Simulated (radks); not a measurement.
**Nuclear size and the levels of Dy⁺**

The task here is to estimate one member of a computed series from the others.

The numbers are computed with radks (a radial shooting solver on a logarithmic mesh, Libxc functionals) version 1 (Dirac Kohn-Sham, PBE, spin-unpolarised, spherical densities, finite nucleus; open shells are shared between the two j in proportion to 2j + 1), except any that are marked as measured or tabulated.

## Starting point

- element: dysprosium (Z = 66)
- charge: +1
- electrons: 65
- configuration: [Xe] 4f10 6s1
- nuclear rms radius: 5.2218 fm

The outer shells:

Dy⁺
```
[Xe] core
4f [↑↓][↑↓][↑↓][↑ ][↑ ][↑ ][↑ ]
6s [↑ ]
```

The first run:

The run's settings:

```text
Z 66
configuration [Xe] 4f10 6s1 5d0 6p0
relativity Dirac
functional pbe,pbe
spin unpolarised
j_filling average
nucleus finite rms 5.2218 fm
c 137.035999084
```

Among the steps run: rms radius 5.2218 fm.

One of the session's tables, all rows but one given; the rest of the session is left out.

It belongs to the step «rms radius 5.2218 fm». Sizes of the orbitals, from the radial functions (bohr):

```
level     <r>  outermost maximum (interpolated)  90 % within  nodes
5p3/2   1.577                              1.35         2.33      3
4f5/2  0.8644                             0.536         1.52      0
4f7/2  0.8846                             0.542         1.56      0
6s1/2       ?                                 ?            ?      ?
5d3/2   2.750                              1.98         4.45      2
5d5/2   2.836                              2.04         4.59      2
6p1/2   4.650                              4.03         6.81      4
6p3/2   4.908                              4.28         7.16      4
```

Estimate the missing values for 6s1/2.

**Answer.** <r>: 3.719; outermost maximum (interpolated): 3.24; 90 % within: 5.42; nodes: 5. In the column «<r>» it lies between 5d5/2 (2.836) and 6p1/2 (4.650).
